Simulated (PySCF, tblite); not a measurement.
**C₉H₁₆: geometry, infrared bands and NMR shifts**

What infrared bands and NMR shifts should C₉H₁₆ (`CC[C@@H]1CC[C@@H]2CC[C@@H]21`) show?

Programs: tblite 0.8.0 and PySCF 2.14.0, with density-fitted response routines of our own. Each step states its level of theory. These are calculated values for one molecule in the gas phase, unless marked as measured. Atoms count from 0, in the outputs and in this text.

## (1) The starting structure

25 atoms, charge 0, multiplicity 1; geometry from: force field or distance geometry start.

Bonds of the start (Å): C0–C1 1.53, C1–C2 1.53, C2–C3 1.53, C3–C4 1.53, C4–C5 1.53, C5–C6 1.54, C6–C7 1.53, C7–C8 1.55, C8–C2 1.53, C8–C5 1.55, C0–H9 1.09, C0–H10 1.10, C0–H11 1.08, C1–H12 1.10, C1–H13 1.08, C2–H14 1.09, C3–H15 1.08, C3–H16 1.10, C4–H17 1.10, C4–H18 1.09, C5–H19 1.10, C6–H20 1.09, C6–H21 1.10, C7–H22 1.09, C7–H23 1.08, C8–H24 1.10.

## (2) Relaxing the molecule with GFN2-xTB

The job: settings as JSON, then the geometry in Å.

```
{"job": {"kind": "relax", "xc": "GFN2-xTB", "basis": "xTB"}, "charge": 0, "multiplicity": 1}
C      2.865100     0.271100    -0.683500
C      1.670900    -0.652300    -0.929400
C      0.664500    -0.614300     0.219200
C     -0.502200    -1.585300     0.009400
C     -1.548800    -1.102900     1.017400
C     -1.412100     0.421100     1.014800
C     -2.115900     1.253700    -0.074100
C     -0.796100     1.355700    -0.847200
C     -0.040500     0.741500     0.358800
H      3.350900     0.041600     0.268400
H      2.537700     1.319600    -0.661800
H      3.586500     0.160100    -1.485700
H      2.049700    -1.680100    -1.007500
H      1.215100    -0.403100    -1.881200
H      1.156100    -0.842500     1.164100
H     -0.900200    -1.537700    -0.990900
H     -0.206300    -2.626000     0.212600
H     -2.558500    -1.432800     0.742600
H     -1.319800    -1.493500     2.012900
H     -1.535300     0.839800     2.029000
H     -2.934200     0.749800    -0.591500
H     -2.483500     2.221300     0.291000
H     -0.788900     0.759800    -1.754700
H     -0.510800     2.365700    -1.107500
H      0.545400     1.493800     0.909400
```

Launch:

```sh
OMP_NUM_THREADS=1 python probes_run.py task.json out
```

This one command runs all jobs of the session in turn.

**Question.** This job is followed by: GFN2-xTB harmonic vibrations, gas phase; GIAO PBE0/pcSseg-1 NMR shielding, non-relativistic, gas phase. What will the session give for the following? strongest single infrared mode (GFN2-xTB); zero-point energy (GFN2-xTB); 13C shifts against TMS (PBE0/pcSseg-1); 1H shifts against TMS (PBE0/pcSseg-1, means over atoms taken as alike).

The runs gave:

| quantity | value |
| --- | --- |
| strongest single infrared mode (GFN2-xTB) | 2991 cm⁻¹, 115 km/mol |
| zero-point energy (GFN2-xTB) | 144.4 kcal/mol |
| 13C shifts against TMS (PBE0/pcSseg-1) | 49.6, 38.8, 38.7, 36.7, 34.2, 25.7, 25.3, 16.7, 15.9 ppm |
| 1H shifts against TMS (PBE0/pcSseg-1, means over atoms taken as alike) | 2.69, 2.68, 2.26, 1.86, 1.72, 1.71, 1.65, 1.57, 1.55, 1.50, 1.41, 1.31, 1.25, 0.90 ppm |

In words: The optimisation took 59 steps and gained 0.098 eV; among the close pairs (by a distance rule), C5–H19 changed most, from 1.104 to 1.090 Å. No mode is imaginary among the 69: a minimum at this level. GFN2-xTB is a fitted tight-binding method: band positions and strengths are rough. Its intensities can rank the bands wrongly. At PBE0/pcSseg-1: The largest span, 56 ppm, is at C3, where the paramagnetic term is -95 ppm.
